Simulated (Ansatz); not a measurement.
# AlFH4NSi (charge +1): molecular dynamics

The plan is to follow the molecule's vibrations and see whether its bonds hold. The start is relaxed first. Runs: 40 steps of 2.5 fs at constant energy, with velocities drawn for 100 K. SMILES of the start: [NH2][Al]([F])[SiH2+].

Program: Ansatz 0.2.0. Level of theory: RHF/def2-SVP. These are calculated values, not measurements.

### 1 The structure to begin with

Bond lengths: N1–Al2 1.748 Å, Al2–F3 1.641 Å, Al2–Si4 2.490 Å, N1–H5 1.018 Å, N1–H6 1.012 Å, Si4–H7 1.481 Å, Si4–H8 1.482 Å. Angles: N1–Al2–F3 131.5°, N1–Al2–Si4 133.3°, F3–Al2–Si4 95.3°, Al2–N1–H5 121.1°, Al2–N1–H6 129.9°, H5–N1–H6 109.0°, Al2–Si4–H7 128.4°, Al2–Si4–H8 126.9°, H7–Si4–H8 103.1°.

Coordinates:

```xyz
8

N     0.6394    1.9081   -0.1057
Al    0.4196    0.2649    0.4492
F     0.9947   -0.5219    1.7693
Si   -0.8825   -1.6701   -0.4217
H     1.1888    2.5756    0.4320
H     0.2742    2.3698   -0.9294
H    -2.2940   -2.0267   -0.1477
H    -0.3401   -2.8997   -1.0459
```

### 2 Relaxing the start

The input, input.yaml:

```yaml
crystal:
  periodic: [false, false, false]
  atoms:
    - { symbol: "N", position_ang: [0.63937, 1.90805, -0.10573] }
    - { symbol: Al, position_ang: [0.41957, 0.26487, 0.44917] }
    - { symbol: F, position_ang: [0.99466, -0.52193, 1.7693] }
    - { symbol: Si, position_ang: [-0.88254, -1.67011, -0.42171] }
    - { symbol: H, position_ang: [1.18881, 2.57564, 0.43199] }
    - { symbol: H, position_ang: [0.27419, 2.36981, -0.9294] }
    - { symbol: H, position_ang: [-2.294, -2.02665, -0.14767] }
    - { symbol: H, position_ang: [-0.34005, -2.89968, -1.04593] }
total_charge: 1
basis:
  gaussian: { orbitals: def2-SVP }
hamiltonian:
  xc: hf
relax:
  f_tol: 0.02
  max_steps: 40
```

On the command line:

```bash
ansatz run input.yaml --threads 1 --pin off --max-ram 2048MiB --backend cpu --events-out ev --progress --plain --runs-dir out
```

Standard output, shortened:

```text
Warning: RAYON_NUM_THREADS=1 ignored (pool sized by the plan → 1); use --threads N
[...]
Functional definition: HF
[...]
854 factors; integrals over basis functions are off by at most 4.2e-4 eV
[...]
mean field -18683.18039662 eV, -686.5942156614 hartree, gradient 5.2e-5 eV, S^2 0.000000; 0 other end points of the search recorded, 0 dependent functions left out
[...]
reference -18683.18039662 eV, -686.5942156614 hartree; 23, 23 occupied and 61, 61 virtual orbitals, 854 factors
relax step   1: F+E_penalty+E_count = -18683.18039662 eV  Δ(F+E_penalty+E_count) = +0.000e0 eV  max|allowed force component| = 9.026e-1 eV/Å  Δτ_max = 0.0000 Å  (35 SCF iters, accepted)
[...]
relax step   3: F+E_penalty+E_count = -18683.26389043 eV  Δ(F+E_penalty+E_count) = -2.173e-2 eV  max|allowed force component| = 1.860e-1 eV/Å  Δτ_max = 0.0821 Å  (34 SCF iters, accepted)
[...]
relax step   5: F+E_penalty+E_count = -18683.27471656 eV  Δ(F+E_penalty+E_count) = -1.069e-2 eV  max|allowed force component| = 5.249e-2 eV/Å  Δτ_max = 0.0387 Å  (34 SCF iters, accepted)
[...]
relax step   7: F+E_penalty+E_count = -18683.27520962 eV  Δ(F+E_penalty+E_count) = -3.258e-4 eV  max|allowed force component| = 2.129e-2 eV/Å  Δτ_max = 0.0234 Å  (34 SCF iters, accepted)
[...]
relax step   9: F+E_penalty+E_count = -18683.27541657 eV  Δ(F+E_penalty+E_count) = -8.665e-5 eV  max|allowed force component| = 1.040e-2 eV/Å  Δτ_max = 0.0301 Å  (35 SCF iters, accepted)
[...]
relax step  10: F+E_penalty+E_count = -18683.27545888 eV  Δ(F+E_penalty+E_count) = -4.231e-5 eV  max|allowed force component| = 1.582e-2 eV/Å  Δτ_max = 0.0201 Å  (25 SCF iters, accepted)
[...]
relax step  11: F+E_penalty+E_count = -18683.27549299 eV  Δ(F+E_penalty+E_count) = -3.411e-5 eV  max|allowed force component| = 1.428e-2 eV/Å  Δτ_max = 0.0251 Å  (27 SCF iters, accepted)
854 factors; integrals over basis functions are off by at most 4.7e-4 eV
mean field -18683.27549299 eV, -686.5977103886 hartree, gradient 1.2e-5 eV, S^2 0.000000; 1 other end points of the search recorded, 0 dependent functions left out
[...]
reference -18683.27549299 eV, -686.5977103886 hartree; 23, 23 occupied and 61, 61 virtual orbitals, 854 factors
Total energy: -18683.27549299 eV, -686.5977103886 hartree
Atom 0 at     0.608727     1.778250    -0.110038 Å, force    -0.002952    -0.003277    -0.003181 eV/Å
Atom 1 at     0.480552     0.231404     0.643429 Å, force    -0.002701    -0.003271     0.003304 eV/Å
Atom 2 at     1.066142    -0.426372     2.016998 Å, force    -0.000313     0.005486    -0.006631 eV/Å
Atom 3 at    -0.868804    -1.638416    -0.404957 Å, force    -0.001878    -0.002991    -0.000876 eV/Å
Atom 4 at     1.137232     2.542077     0.276546 Å, force     0.000029    -0.000269     0.000727 eV/Å
Atom 5 at     0.190162     2.072883    -0.973458 Å, force     0.004634     0.000937     0.004842 eV/Å
Atom 6 at    -2.293217    -1.898803    -0.136587 Å, force     0.014281    -0.002924    -0.006244 eV/Å
Atom 7 at    -0.320783    -2.661023    -1.311913 Å, force    -0.011100     0.006310     0.008060 eV/Å
Dipole moment:    -0.687492    -0.371282    -0.898314 e Å
```

It took 18 s on 1 thread of Arm Neoverse V1, shared host; peak memory 0.14 GiB.

Step by step:

```
step  energy from step 1 (eV)  largest force component (eV/Å)
   1                   0.0000                          0.9026
   2                  -0.0618                          0.3119
   3                  -0.0835                          0.1860
   4                  -0.0836                          0.2994
   5                  -0.0943                          0.0525
   6                  -0.0945                          0.0338
   7                  -0.0948                          0.0213
   8                  -0.0949                          0.0050
   9                  -0.0950                          0.0104
  10                  -0.0951                          0.0158
  11                  -0.0951                          0.0143
```

Step 1 is the start.

After: Bond lengths: N1–Al2 1.725 Å, Al2–F3 1.632 Å, Al2–Si4 2.533 Å, N1–H5 1.006 Å, N1–H6 1.004 Å, Si4–H7 1.473 Å, Si4–H8 1.473 Å. Angles: N1–Al2–F3 134.6°, N1–Al2–Si4 121.4°, F3–Al2–Si4 104.0°, Al2–N1–H5 123.5°, Al2–N1–H6 127.4°, H5–N1–H6 109.1°, Al2–Si4–H7 124.8°, Al2–Si4–H8 124.7°, H7–Si4–H8 110.5°.

### 3 Dynamics

40 steps of 2.5 fs at constant energy, with velocities drawn for 100 K, from the relaxed start.

The input, input.yaml:

```yaml
crystal:
  periodic: [false, false, false]
  atoms:
    - { symbol: "N", position_ang: [0.608727, 1.77825, -0.110038] }
    - { symbol: Al, position_ang: [0.480552, 0.231404, 0.643429] }
    - { symbol: F, position_ang: [1.066142, -0.426372, 2.016998] }
    - { symbol: Si, position_ang: [-0.868804, -1.638416, -0.404957] }
    - { symbol: H, position_ang: [1.137232, 2.542077, 0.276546] }
    - { symbol: H, position_ang: [0.190162, 2.072883, -0.973458] }
    - { symbol: H, position_ang: [-2.293217, -1.898803, -0.136587] }
    - { symbol: H, position_ang: [-0.320783, -2.661023, -1.311913] }
total_charge: 1
basis:
  gaussian: { orbitals: def2-SVP }
hamiltonian:
  xc: hf
md:
  timestep: 2.5
  n_steps: 40
  ensemble: nve
  temperature: 100.0
  initial_velocities: maxwell_boltzmann
  seed: 195420
```

On the command line:

```bash
ansatz run input.yaml --threads 1 --pin off --max-ram 2048MiB --backend cpu --events-out ev --progress --plain --runs-dir out
```

Standard output, shortened:

```text
Warning: RAYON_NUM_THREADS=1 ignored (pool sized by the plan → 1); use --threads N
[...]
Functional definition: HF
[...]
854 factors; integrals over basis functions are off by at most 3.8e-4 eV
[...]
mean field -18683.27548878 eV, -686.5977102335 hartree, gradient 5.1e-5 eV, S^2 0.000000; 0 other end points of the search recorded, 0 dependent functions left out
[...]
reference -18683.27548878 eV, -686.5977102335 hartree; 23, 23 occupied and 61, 61 virtual orbitals, 854 factors
md step     0: t =     0.00 fs  T =   100.0 K  F+E_penalty+E_count = -18683.27548878 eV  E_kin = 0.077556 eV  conserved = -18683.19793278 eV  (35 SCF iters)
[...]
md step    10: t =    25.00 fs  T =    48.1 K  F+E_penalty+E_count = -18683.22279547 eV  E_kin = 0.037302 eV  conserved = -18683.18549372 eV  (33 SCF iters)
[...]
md step    40: t =   100.00 fs  T =  2002.6 K  F+E_penalty+E_count = -18672.14313406 eV  E_kin = 1.553174 eV  conserved = -18670.58996040 eV  (85 SCF iters)
Total energy: -18672.14313406 eV, -686.1886037435 hartree
Atom 0 at     0.876947     1.803230     0.176312 Å, force    -1.644488     2.305543    -2.327534 eV/Å
Atom 1 at     0.553199     0.248838     0.776325 Å, force    -0.336282    -0.410437    -0.574250 eV/Å
Atom 2 at     1.056363    -0.617658     2.044342 Å, force     0.191603    -0.462862     0.656073 eV/Å
Atom 3 at    -0.867550    -1.630597    -0.409368 Å, force     0.574792     0.336496     0.406604 eV/Å
Atom 4 at     0.376796     2.482847    -0.496331 Å, force     1.534206    -1.850591     1.972216 eV/Å
Atom 5 at    -4.500591     4.675523    -8.039628 Å, force     0.017659     0.001352     0.021145 eV/Å
Atom 6 at    -2.284051    -1.549549    -0.748061 Å, force    -0.378374     0.014166    -0.138801 eV/Å
Atom 7 at    -0.401093    -2.980030    -0.790214 Å, force     0.040884     0.066332    -0.015453 eV/Å
Dipole moment:    -2.591565     1.067645    -3.789121 e Å
```

Run time: 59 s. Hardware: 1 thread of Arm Neoverse V1, shared host; peak memory 0.16 GiB.

### 4 Frames and traces

The trajectory, every 3 steps (energies from step 0):

```
time (fs)  T (K)  potential energy change (meV/atom)  total energy change (meV/atom)
      0.0    100                                 0.0                            0.00
      7.5     53                                 4.9                            0.37
     15.0     54                                 6.8                            2.26
     22.5     35                                11.4                            5.10
     30.0     43                                13.9                            8.38
     37.5     49                                22.8                           17.83
     45.0    134                                74.2                           77.45
     52.5   9686                               649.9                         1579.22
     60.0   3120                              1240.8                         1533.57
     67.5   2237                              1325.1                         1532.23
     75.0   1809                              1368.6                         1534.23
     82.5   1648                              1386.9                         1536.96
     90.0   1548                              1404.5                         1544.93
     97.5   1680                              1440.1                         1593.21
    100.0   2003                              1391.5                         1576.00
```

time (fs), T (K) and a bar:
```
      0.0        100 
      5.0         54 
      7.5         53 
     12.5         55 
     17.5         59 
     22.5         35 
     25.0         48 
     30.0         43 
     35.0         57 
     40.0        121 
     42.5        120 
     47.5        448 #
     52.5       9686 ##############################
     57.5       3845 ############
     60.0       3120 ##########
     65.0       2492 ########
     70.0       2042 ######
     75.0       1809 ######
     77.5       1774 #####
     82.5       1648 #####
     87.5       1573 #####
     92.5       1616 #####
     95.0       1661 #####
    100.0       2003 ######
```

Bonds that form or break, judged by distance (formed within 1.15 times the sum of covalent radii and held on average over 10 fs, broken when stretched by half; pairs already stretched at the start don't count as bonds):

```
time (fs)   bond   event
     52.5  N1–H6  breaks
```

### 5 Snapshots as a file

Extended XYZ, with forces in eV/Å:

```xyz
8
time_fs=12.5 T=55 dE=0.0510
N     0.595    1.757   -0.112    0.623    0.229    0.607
Al    0.485    0.242    0.646   -0.110   -0.799    0.159
F     1.055   -0.439    2.007    0.139   -0.058    0.237
Si   -0.855   -1.632   -0.400    0.061    0.176   -0.030
H     1.182    2.506    0.191    0.282    0.233    0.267
H     0.094    2.079   -0.886   -0.832    0.371   -1.261
H    -2.296   -1.756   -0.179   -0.209   -0.115    0.011
H    -0.365   -2.723   -1.254    0.046   -0.038    0.009
8
time_fs=25.0 T=48 dE=0.0527
N     0.588    1.794   -0.140    0.590   -0.758    1.044
Al    0.484    0.224    0.652    0.101    1.018   -0.558
F     1.055   -0.456    2.015    0.111   -0.021    0.135
Si   -0.849   -1.621   -0.397    0.105   -0.069   -0.033
H     1.236    2.523    0.154   -0.542   -0.384   -0.290
H     0.000    2.101   -0.883   -0.077    0.267   -0.280
H    -2.291   -1.726   -0.249   -0.429   -0.026    0.033
H    -0.359   -2.779   -1.153    0.141   -0.028   -0.050
8
time_fs=37.5 T=49 dE=0.1823
N     0.582    1.768   -0.130   -1.445    1.879   -2.385
Al    0.489    0.242    0.640    0.185   -0.780    0.927
F     1.060   -0.471    2.025   -0.245    0.456   -0.786
Si   -0.856   -1.618   -0.396    0.540    0.145    0.097
H     1.204    2.525    0.136   -0.262   -0.319   -0.063
H    -0.044    2.135   -0.936    1.828   -1.147    2.327
H    -2.296   -1.724   -0.346   -0.585   -0.111   -0.033
H    -0.243   -2.779   -1.046   -0.015   -0.124   -0.085
8
time_fs=50.0 T=1792 dE=1.9950
N     0.571    1.773   -0.139   11.537   -7.398   17.399
Al    0.500    0.239    0.659   -0.546    0.525   -0.908
F     1.054   -0.459    1.994    0.451   -0.333    0.844
Si   -0.864   -1.617   -0.393    0.669    0.040   -0.001
H     1.138    2.521    0.148    0.862    0.835    0.600
H     0.145    2.006   -0.759  -12.338    6.438  -17.881
H    -2.291   -1.783   -0.495   -0.706    0.018    0.011
H    -0.203   -2.791   -0.971    0.070   -0.124   -0.063
8
time_fs=62.5 T=2710 dE=10.2538
N     0.734    1.761    0.056    0.156    2.214   -0.859
Al    0.479    0.212    0.660   -0.037    0.088    0.102
F     1.073   -0.471    2.011    0.004   -0.390    0.255
Si   -0.867   -1.621   -0.393    0.778    0.070    0.098
H     0.950    2.762   -0.102   -0.467   -1.740    0.116
H    -1.628    2.993   -3.500    0.280   -0.156    0.430
H    -2.287   -1.744   -0.585   -0.761    0.029   -0.052
H    -0.202   -2.820   -0.914    0.047   -0.115   -0.090
8
time_fs=75.0 T=1809 dE=10.9485
N     0.859    1.835    0.153   -1.122    0.042   -1.224
Al    0.458    0.192    0.666    1.189    0.926    1.042
F     1.092   -0.509    2.045   -0.608    0.213   -0.956
Si   -0.867   -1.631   -0.396    0.671    0.172    0.118
H     0.495    2.560   -0.499    0.553   -1.116    1.135
H    -2.672    3.569   -5.125    0.060   -0.008    0.075
H    -2.288   -1.602   -0.629   -0.705   -0.092   -0.157
H    -0.246   -2.853   -0.917   -0.039   -0.139   -0.034
8
time_fs=87.5 T=1573 dE=11.1700
N     0.903    1.823    0.197    0.721   -1.074    0.965
Al    0.497    0.222    0.720    0.345   -0.071    0.004
F     1.072   -0.541    2.024    0.115   -0.662    0.679
Si   -0.867   -1.637   -0.401    0.510    0.260    0.035
H     0.288    2.185   -0.456   -1.249    1.546   -1.726
H    -3.609    4.120   -6.609    0.030    0.004    0.034
H    -2.280   -1.561   -0.709   -0.609    0.030   -0.079
H    -0.381   -2.927   -0.916    0.138   -0.034    0.087
8
time_fs=100.0 T=2003 dE=11.1324
N     0.877    1.803    0.176   -1.645    2.305   -2.328
Al    0.553    0.249    0.776   -0.336   -0.410   -0.574
F     1.056   -0.618    2.044    0.192   -0.463    0.656
Si   -0.868   -1.631   -0.409    0.575    0.337    0.407
H     0.377    2.483   -0.496    1.534   -1.851    1.972
H    -4.501    4.676   -8.040    0.018    0.001    0.021
H    -2.284   -1.550   -0.748   -0.378    0.014   -0.139
H    -0.401   -2.980   -0.790    0.041    0.066   -0.015
```

### 6 Outcome

```
                          quantity                             value
           relaxation of the start          10 moves, 0.095 eV lower
                            length                40 steps of 2.5 fs
  temperature, first and last step                    100 and 2003 K
          temperature, second half  mean 2570 K, from 1548 to 9686 K
     potential energy, second half     +1251 meV/atom from the start
largest change of the total energy                  1593.21 meV/atom
            bonds formed or broken                                 1
```

In words: The run blows up, reaching 9686 K, so it describes no real motion. Averages from a run of 100 fs with 8 atoms are rough. The nuclei move classically, without zero-point motion, which matters most for hydrogen.
